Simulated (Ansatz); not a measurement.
# CH9AlSSi2: up Jacob's ladder to CCSD(T)

One table from this session's results is given with a row withheld; the runs are named, their logs left out.

Method: functionals in def2-TZVPP, the program's frozen cores in correlated methods; program: Ansatz 0.2.0, Gaussian basis.

Levels to be run: PBE-D4, r2SCAN-D4, PBE0-D4, B3LYP-D4, ωB97X-V, ωB97M-V, B2PLYP; CCSD(T)/def2-TZVPP; MP2/def2-QZVPP; extrapolation to the limit.

## The relaxed structure

An earlier PBE0-D4 in a triple-zeta def2 set relaxation fixed the geometry.

SMILES `[CH3][AlH][SiH2]S[SiH3]`, 14 atoms, charge 0, spin multiplicity 1.

Atoms are counted from 1 here; the program's logs count them from 0.

Bond lengths: C1–Al2 1.957 Å, C1–H6 1.096 Å, C1–H7 1.093 Å, C1–H8 1.093 Å, Al2–Si3 2.481 Å, Al2–H9 1.591 Å, Si3–S4 2.194 Å, Si3–H10 1.491 Å, Si3–H11 1.491 Å, S4–Si5 2.098 Å, Si5–H12 1.483 Å, Si5–H13 1.483 Å, Si5–H14 1.530 Å. Angles: Al2–C1–H6 109.7°, Al2–C1–H7 112.1°, Al2–C1–H8 112.1°, H6–C1–H7 107.2°, H6–C1–H8 107.2°, H7–C1–H8 108.3°, C1–Al2–Si3 115.2°, C1–Al2–H9 122.8°, Si3–Al2–H9 120.4°, Al2–Si3–S4 102.1°, Al2–Si3–H10 119.8°, Al2–Si3–H11 115.7°, S4–Si3–H10 107.3°, S4–Si3–H11 103.7°, H10–Si3–H11 106.7°, Si3–S4–Si5 90.5°, S4–Si5–H12 114.5°, S4–Si5–H13 112.1° and more.

The first run:

File in.yaml:

```yaml
crystal:
  periodic: [false, false, false]
  atoms:
    - {symbol: C, position_ang: [-1.386629, -0.688843, 1.770687]}
    - {symbol: Al, position_ang: [0.383598, -0.217952, 1.081667]}
    - {symbol: Si, position_ang: [0.986349, -1.260573, -1.086936]}
    - {symbol: S, position_ang: [-0.108423, -0.008359, -2.517843]}
    - {symbol: Si, position_ang: [0.211636, 1.678575, -1.312415]}
    - {symbol: H, position_ang: [-1.326164, -1.626525, 2.334444]}
    - {symbol: H, position_ang: [-1.778358, 0.072182, 2.450803]}
    - {symbol: H, position_ang: [-2.113856, -0.840726, 0.968920]}
    - {symbol: H, position_ang: [1.496779, 0.487241, 1.972992]}
    - {symbol: H, position_ang: [2.411394, -1.290093, -1.523522]}
    - {symbol: H, position_ang: [0.438899, -2.627008, -1.320963]}
    - {symbol: H, position_ang: [1.635078, 2.064791, -1.159304]}
    - {symbol: H, position_ang: [-0.606718, 2.836506, -1.745871]}
    - {symbol: H, position_ang: [-0.256485, 1.391683, 0.115944]}
basis:
  gaussian: {orbitals: def2-TZVPP}
hamiltonian: {xc: pbe, dispersion: d4}
output: {forces: true, orbitals: {seedname: orbitals}}
```

On the command line:

```
$ ansatz run in.yaml --threads 4 --pin off --events-out ev --progress --plain --max-ram 10444MiB
```

Among the steps run: PBE-D4 (GGA); r2SCAN-D4 (meta-GGA); PBE0-D4 (hybrid); B3LYP-D4 (hybrid); ωB97X-V (range-separated); ωB97M-V (range-separated); B2PLYP (double hybrid); CCSD(T) in def2-TZVPP; MP2 in def2-QZVPP.

One of the session's tables, all rows but one given; the rest of the session is left out.

It belongs to the step «Atomisation energies». 

```
            method  atomisation energy (kJ/mol)
            PBE-D4                       4351.8
         r2SCAN-D4                       4380.0
           PBE0-D4                            ?
          B3LYP-D4                       4347.9
           ωB97X-V                       4398.3
           ωB97M-V                       4376.0
            B2PLYP                       4284.0
     HF/def2-TZVPP                       3292.2
    MP2/def2-TZVPP                       4250.1
   CCSD/def2-TZVPP                       4205.0
CCSD(T)/def2-TZVPP                       4255.9
           MP2/CBS                       4365.7
       CCSD(T)/CBS                       4371.5
```

Q: Estimate the row for PBE0-D4 from the others.

As computed: atomisation energy (kJ/mol): 4338.6. In the column «atomisation energy (kJ/mol)» it lies between B2PLYP (4284.0) and B3LYP-D4 (4347.9).

Limits of these values: Free atoms (1 C, 1 Al, 2 Si, 1 S, 9 H) were run apart at each level; the atomisation energy is their sum less the molecule, without zero-point or spin-orbit terms.
